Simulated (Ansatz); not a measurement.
Born–Oppenheimer molecular dynamics of a periodic cell of 16 atoms, Ta (start crystal Ta, start structure bcc, volume 1.15 times the crystal's). It starts from a structure without forces on its atoms.

The calculation used Ansatz, DFT PBEsol, scalar-relativistic, plane waves, PAW. Settings: accuracy low, cutoff 420 eV, k mesh 2x2x2, fermi-dirac smearing 0.3 eV, no spin polarisation.

```json
{
 "ensemble": "NVT, Langevin thermostat",
 "time step": "2.25 fs",
 "steps asked": "190",
 "set temperature": "3500 K",
 "friction": "0.02 /fs",
 "seed": "723593"
}
```

Frames 2.25 fs apart, positions in Å, forces in eV/Å.

Velocities at 67.5 fs (Å/ps):

```
Ta -2.02 1.49 -2.68
Ta -0.60 -0.82 -3.77
Ta -4.38 -8.59 0.63
Ta 3.32 -3.10 2.19
Ta -2.76 -4.58 -2.04
Ta -5.34 3.17 -2.04
Ta 1.50 -1.90 -3.54
Ta 4.15 -0.62 2.07
Ta 4.80 -0.63 2.03
Ta -5.95 1.22 -0.84
Ta 1.28 -2.90 0.02
Ta -1.35 3.31 -0.89
Ta 2.33 -1.24 -4.12
Ta -1.91 -0.88 -0.42
Ta 4.75 3.28 -2.44
Ta -1.70 1.70 -0.61
```

```xyz
16
Lattice="6.9357 0.0000 0.0000 0.0000 6.9357 0.0000 0.0000 0.0000 6.9357" Properties=species:S:1:pos:R:3:forces:R:3 time_fs=67.5 energy_less_start_eV=5.740 T=1931
Ta -0.059 0.034 -0.130 0.31 0.16 1.11
Ta 3.202 0.037 -0.193 2.42 -0.07 1.84
Ta -0.291 3.362 0.348 2.82 -2.37 -3.28
Ta 0.125 -0.281 3.531 -1.29 2.78 0.74
Ta 1.726 1.617 1.725 0.04 0.74 0.23
Ta 3.413 3.506 -0.154 -0.27 -0.66 1.17
Ta 3.811 0.060 3.310 -2.49 -1.70 1.18
Ta 5.096 1.865 2.085 1.50 -0.06 -2.56
Ta 0.100 3.776 3.593 -1.07 -3.43 1.49
Ta 1.455 5.062 1.968 2.99 1.38 -3.52
Ta 1.789 1.598 5.244 -0.73 1.25 -0.95
Ta 3.490 3.638 3.185 -0.47 -0.47 2.04
Ta 5.503 5.042 1.550 -3.67 3.00 2.19
Ta 5.084 1.666 5.135 0.54 0.76 0.28
Ta 1.800 5.384 5.287 -0.48 -1.81 -1.05
Ta 5.211 5.162 5.382 -0.15 0.52 -0.92
16
Lattice="6.9357 0.0000 0.0000 0.0000 6.9357 0.0000 0.0000 0.0000 6.9357" Properties=species:S:1:pos:R:3:forces:R:3 time_fs=69.8 energy_less_start_eV=5.863 T=1932
Ta -0.064 0.037 -0.136 0.33 0.16 1.13
Ta 3.202 0.035 -0.201 2.49 -0.06 1.96
Ta -0.300 3.342 0.348 2.82 -2.29 -3.27
Ta 0.130 -0.289 3.537 -1.38 2.87 0.72
Ta 1.721 1.610 1.720 0.07 0.76 0.25
Ta 3.401 3.512 -0.159 -0.20 -0.69 1.17
Ta 3.813 0.057 3.301 -2.47 -1.69 1.20
Ta 5.106 1.862 2.088 1.39 -0.02 -2.49
Ta 0.109 3.775 3.599 -1.11 -3.44 1.47
Ta 1.443 5.068 1.964 3.08 1.29 -3.57
Ta 1.792 1.593 5.246 -0.77 1.33 -1.01
Ta 3.487 3.647 3.184 -0.42 -0.52 1.96
Ta 5.507 5.040 1.541 -3.66 2.98 2.20
Ta 5.080 1.663 5.133 0.53 0.77 0.26
Ta 1.810 5.390 5.281 -0.55 -1.90 -1.07
Ta 5.207 5.168 5.380 -0.15 0.45 -0.92
16
Lattice="6.9357 0.0000 0.0000 0.0000 6.9357 0.0000 0.0000 0.0000 6.9357" Properties=species:S:1:pos:R:3:forces:R:3 time_fs=72.0 energy_less_start_eV=5.930 T=2284
Ta -0.068 0.038 -0.142 0.35 0.18 1.14
Ta 3.202 0.033 -0.211 2.57 -0.07 2.10
Ta -0.310 3.321 0.346 2.81 -2.16 -3.24
Ta 0.132 -0.296 3.542 -1.44 2.95 0.66
Ta 1.716 1.606 1.711 0.09 0.77 0.28
Ta 3.393 3.518 -0.163 -0.14 -0.72 1.17
Ta 3.814 0.055 3.291 -2.46 -1.68 1.20
Ta 5.120 1.859 2.090 1.26 0.01 -2.39
Ta 0.113 3.773 3.607 -1.06 -3.38 1.36
Ta 1.437 5.078 1.955 3.07 1.13 -3.51
Ta 1.795 1.586 5.250 -0.82 1.43 -1.09
Ta 3.485 3.657 3.184 -0.38 -0.56 1.87
Ta 5.512 5.041 1.528 -3.63 2.92 2.22
Ta 5.078 1.657 5.131 0.52 0.80 0.24
Ta 1.817 5.396 5.273 -0.59 -1.99 -1.09
Ta 5.203 5.175 5.376 -0.15 0.37 -0.92
16
Lattice="6.9357 0.0000 0.0000 0.0000 6.9357 0.0000 0.0000 0.0000 6.9357" Properties=species:S:1:pos:R:3:forces:R:3 time_fs=74.2 energy_less_start_eV=5.991 T=2515
Ta -0.071 0.037 -0.148 0.38 0.22 1.17
Ta 3.201 0.032 -0.220 2.67 -0.09 2.25
Ta -0.319 3.297 0.345 2.79 -2.00 -3.21
Ta 0.133 -0.302 3.546 -1.47 2.98 0.59
Ta 1.711 1.602 1.701 0.12 0.77 0.32
Ta 3.386 3.524 -0.166 -0.10 -0.73 1.17
Ta 3.817 0.054 3.282 -2.46 -1.67 1.19
Ta 5.137 1.855 2.095 1.14 0.04 -2.30
Ta 0.114 3.771 3.616 -0.96 -3.26 1.19
Ta 1.433 5.088 1.943 3.00 0.95 -3.37
Ta 1.800 1.577 5.253 -0.90 1.55 -1.18
Ta 3.486 3.667 3.185 -0.35 -0.59 1.77
Ta 5.518 5.045 1.515 -3.59 2.82 2.23
Ta 5.077 1.651 5.131 0.50 0.84 0.22
Ta 1.823 5.406 5.265 -0.62 -2.12 -1.12
Ta 5.198 5.185 5.373 -0.15 0.28 -0.92
16
Lattice="6.9357 0.0000 0.0000 0.0000 6.9357 0.0000 0.0000 0.0000 6.9357" Properties=species:S:1:pos:R:3:forces:R:3 time_fs=76.5 energy_less_start_eV=6.052 T=2592
Ta -0.075 0.033 -0.151 0.42 0.28 1.18
Ta 3.199 0.035 -0.229 2.79 -0.14 2.42
Ta -0.327 3.274 0.345 2.76 -1.83 -3.19
Ta 0.135 -0.307 3.550 -1.51 3.02 0.52
Ta 1.706 1.600 1.692 0.15 0.77 0.36
Ta 3.381 3.528 -0.171 -0.07 -0.72 1.16
Ta 3.820 0.056 3.274 -2.46 -1.66 1.17
Ta 5.157 1.853 2.100 1.00 0.05 -2.18
Ta 0.113 3.768 3.627 -0.84 -3.11 0.98
Ta 1.431 5.100 1.929 2.92 0.75 -3.21
Ta 1.805 1.569 5.254 -1.00 1.70 -1.28
Ta 3.487 3.678 3.185 -0.31 -0.62 1.68
Ta 5.523 5.048 1.502 -3.55 2.71 2.24
Ta 5.074 1.645 5.132 0.50 0.89 0.19
Ta 1.828 5.419 5.256 -0.63 -2.26 -1.14
Ta 5.194 5.195 5.369 -0.16 0.18 -0.92
16
Lattice="6.9357 0.0000 0.0000 0.0000 6.9357 0.0000 0.0000 0.0000 6.9357" Properties=species:S:1:pos:R:3:forces:R:3 time_fs=78.8 energy_less_start_eV=6.103 T=2837
Ta -0.079 0.025 -0.151 0.47 0.39 1.16
Ta 3.195 0.038 -0.240 2.92 -0.22 2.61
Ta -0.334 3.253 0.343 2.74 -1.65 -3.17
Ta 0.138 -0.310 3.551 -1.56 3.04 0.45
Ta 1.703 1.599 1.684 0.17 0.76 0.39
Ta 3.377 3.534 -0.175 -0.04 -0.71 1.15
Ta 3.821 0.056 3.267 -2.45 -1.62 1.14
Ta 5.178 1.851 2.103 0.84 0.04 -2.05
Ta 0.109 3.764 3.639 -0.70 -2.95 0.76
Ta 1.430 5.113 1.914 2.82 0.53 -3.02
Ta 1.811 1.561 5.254 -1.11 1.85 -1.37
Ta 3.487 3.688 3.183 -0.27 -0.64 1.59
Ta 5.527 5.052 1.489 -3.50 2.58 2.27
Ta 5.069 1.638 5.136 0.52 0.93 0.14
Ta 1.830 5.431 5.247 -0.63 -2.42 -1.14
Ta 5.194 5.207 5.362 -0.20 0.08 -0.91
16
Lattice="6.9357 0.0000 0.0000 0.0000 6.9357 0.0000 0.0000 0.0000 6.9357" Properties=species:S:1:pos:R:3:forces:R:3 time_fs=81.0 energy_less_start_eV=6.131 T=2792
Ta -0.081 0.015 -0.150 0.53 0.53 1.13
Ta 3.192 0.042 -0.250 3.01 -0.27 2.76
Ta -0.341 3.236 0.338 2.72 -1.48 -3.16
Ta 0.139 -0.310 3.549 -1.58 3.03 0.37
Ta 1.698 1.599 1.678 0.19 0.76 0.41
Ta 3.375 3.541 -0.182 -0.02 -0.71 1.14
Ta 3.821 0.057 3.260 -2.42 -1.55 1.09
Ta 5.202 1.848 2.105 0.68 0.01 -1.89
Ta 0.105 3.759 3.654 -0.56 -2.78 0.52
Ta 1.430 5.123 1.897 2.71 0.35 -2.81
Ta 1.815 1.556 5.252 -1.20 1.97 -1.42
Ta 3.488 3.696 3.182 -0.23 -0.66 1.51
Ta 5.534 5.058 1.477 -3.48 2.44 2.31
Ta 5.063 1.633 5.141 0.54 0.96 0.08
Ta 1.832 5.445 5.236 -0.62 -2.57 -1.16
Ta 5.196 5.222 5.353 -0.27 -0.04 -0.89
16
Lattice="6.9357 0.0000 0.0000 0.0000 6.9357 0.0000 0.0000 0.0000 6.9357" Properties=species:S:1:pos:R:3:forces:R:3 time_fs=83.2 energy_less_start_eV=6.158 T=2532
Ta -0.082 0.009 -0.149 0.58 0.64 1.09
Ta 3.191 0.048 -0.255 3.03 -0.34 2.82
Ta -0.348 3.224 0.333 2.72 -1.36 -3.19
Ta 0.139 -0.309 3.546 -1.58 3.02 0.29
Ta 1.691 1.597 1.675 0.22 0.77 0.41
Ta 3.374 3.551 -0.190 -0.01 -0.71 1.12
Ta 3.822 0.058 3.253 -2.38 -1.47 1.04
Ta 5.224 1.847 2.104 0.50 -0.04 -1.73
Ta 0.101 3.757 3.668 -0.45 -2.67 0.32
Ta 1.428 5.132 1.880 2.65 0.22 -2.61
Ta 1.818 1.554 5.247 -1.24 2.05 -1.44
Ta 3.490 3.704 3.180 -0.20 -0.66 1.44
Ta 5.542 5.065 1.465 -3.50 2.34 2.36
Ta 5.059 1.627 5.146 0.56 1.01 0.01
Ta 1.833 5.458 5.223 -0.57 -2.67 -1.11
Ta 5.198 5.238 5.341 -0.33 -0.13 -0.84
16
Lattice="6.9357 0.0000 0.0000 0.0000 6.9357 0.0000 0.0000 0.0000 6.9357" Properties=species:S:1:pos:R:3:forces:R:3 time_fs=85.5 energy_less_start_eV=6.169 T=2325
Ta -0.079 0.004 -0.148 0.60 0.73 1.05
Ta 3.192 0.059 -0.257 3.02 -0.48 2.84
Ta -0.352 3.213 0.329 2.72 -1.23 -3.21
Ta 0.138 -0.306 3.545 -1.57 3.01 0.19
Ta 1.683 1.596 1.674 0.26 0.78 0.41
Ta 3.376 3.561 -0.199 0.00 -0.71 1.10
Ta 3.823 0.057 3.247 -2.34 -1.38 0.99
Ta 5.245 1.848 2.104 0.33 -0.11 -1.56
Ta 0.097 3.756 3.679 -0.36 -2.58 0.15
Ta 1.425 5.139 1.862 2.60 0.12 -2.42
Ta 1.822 1.553 5.244 -1.30 2.12 -1.47
Ta 3.493 3.715 3.179 -0.18 -0.67 1.39
Ta 5.546 5.071 1.455 -3.50 2.24 2.39
Ta 5.056 1.621 5.152 0.57 1.06 -0.05
Ta 1.832 5.468 5.209 -0.46 -2.70 -1.01
Ta 5.199 5.253 5.328 -0.38 -0.21 -0.78
16
Lattice="6.9357 0.0000 0.0000 0.0000 6.9357 0.0000 0.0000 0.0000 6.9357" Properties=species:S:1:pos:R:3:forces:R:3 time_fs=87.8 energy_less_start_eV=6.155 T=2470
Ta -0.072 -0.002 -0.145 0.59 0.82 1.00
Ta 3.195 0.071 -0.258 2.98 -0.65 2.83
Ta -0.358 3.203 0.326 2.72 -1.13 -3.22
Ta 0.135 -0.303 3.546 -1.55 2.97 0.08
Ta 1.677 1.596 1.676 0.28 0.78 0.39
Ta 3.378 3.568 -0.209 0.00 -0.69 1.10
Ta 3.825 0.053 3.244 -2.31 -1.30 0.94
Ta 5.264 1.843 2.106 0.20 -0.11 -1.43
Ta 0.094 3.752 3.691 -0.28 -2.49 -0.02
Ta 1.423 5.149 1.846 2.53 0.02 -2.23
Ta 1.828 1.554 5.243 -1.36 2.18 -1.51
Ta 3.493 3.730 3.179 -0.14 -0.71 1.33
Ta 5.549 5.077 1.446 -3.49 2.17 2.43
Ta 5.055 1.617 5.157 0.58 1.10 -0.11
Ta 1.830 5.475 5.194 -0.32 -2.68 -0.86
Ta 5.199 5.265 5.315 -0.40 -0.28 -0.71
16
Lattice="6.9357 0.0000 0.0000 0.0000 6.9357 0.0000 0.0000 0.0000 6.9357" Properties=species:S:1:pos:R:3:forces:R:3 time_fs=90.0 energy_less_start_eV=6.128 T=2543
Ta -0.066 -0.011 -0.139 0.59 0.92 0.93
Ta 3.201 0.083 -0.254 2.87 -0.79 2.75
Ta -0.365 3.194 0.324 2.73 -1.09 -3.22
Ta 0.134 -0.301 3.549 -1.56 2.96 -0.05
Ta 1.673 1.596 1.681 0.29 0.77 0.37
Ta 3.378 3.574 -0.220 0.00 -0.66 1.09
Ta 3.823 0.048 3.243 -2.29 -1.22 0.90
Ta 5.281 1.832 2.111 0.09 -0.07 -1.34
Ta 0.092 3.747 3.706 -0.23 -2.41 -0.22
Ta 1.426 5.161 1.831 2.43 -0.09 -2.05
Ta 1.831 1.555 5.243 -1.39 2.19 -1.51
Ta 3.493 3.746 3.177 -0.10 -0.76 1.28
Ta 5.550 5.079 1.436 -3.48 2.13 2.50
Ta 5.054 1.615 5.161 0.59 1.11 -0.15
Ta 1.826 5.481 5.178 -0.13 -2.64 -0.65
Ta 5.199 5.276 5.302 -0.43 -0.34 -0.63
16
Lattice="6.9357 0.0000 0.0000 0.0000 6.9357 0.0000 0.0000 0.0000 6.9357" Properties=species:S:1:pos:R:3:forces:R:3 time_fs=92.2 energy_less_start_eV=6.071 T=2557
Ta -0.062 -0.017 -0.131 0.60 0.99 0.84
Ta 3.213 0.094 -0.249 2.71 -0.91 2.63
Ta -0.370 3.187 0.321 2.73 -1.04 -3.21
Ta 0.131 -0.299 3.556 -1.55 2.93 -0.21
Ta 1.669 1.596 1.688 0.31 0.76 0.33
Ta 3.380 3.583 -0.231 -0.01 -0.66 1.08
Ta 3.822 0.043 3.240 -2.27 -1.15 0.87
Ta 5.297 1.820 2.114 0.01 -0.02 -1.26
Ta 0.089 3.742 3.721 -0.17 -2.33 -0.40
Ta 1.429 5.171 1.817 2.31 -0.16 -1.88
Ta 1.834 1.559 5.244 -1.38 2.16 -1.46
Ta 3.491 3.761 3.175 -0.07 -0.81 1.24
Ta 5.547 5.079 1.427 -3.44 2.10 2.56
Ta 5.054 1.613 5.167 0.60 1.12 -0.19
Ta 1.823 5.487 5.162 0.06 -2.58 -0.42
Ta 5.197 5.285 5.288 -0.44 -0.39 -0.53
```

Of the whole run (428 fs, mean temperature of the second half 3134 K): The mean temperature of the second half is 10 % below the set value. A run of 0.43 ps of so small a system gives no equilibrium averages. Limits of this set-up: coarse k mesh, low accuracy level.

Run time: 11 min on 2 CPU threads of a shared host.
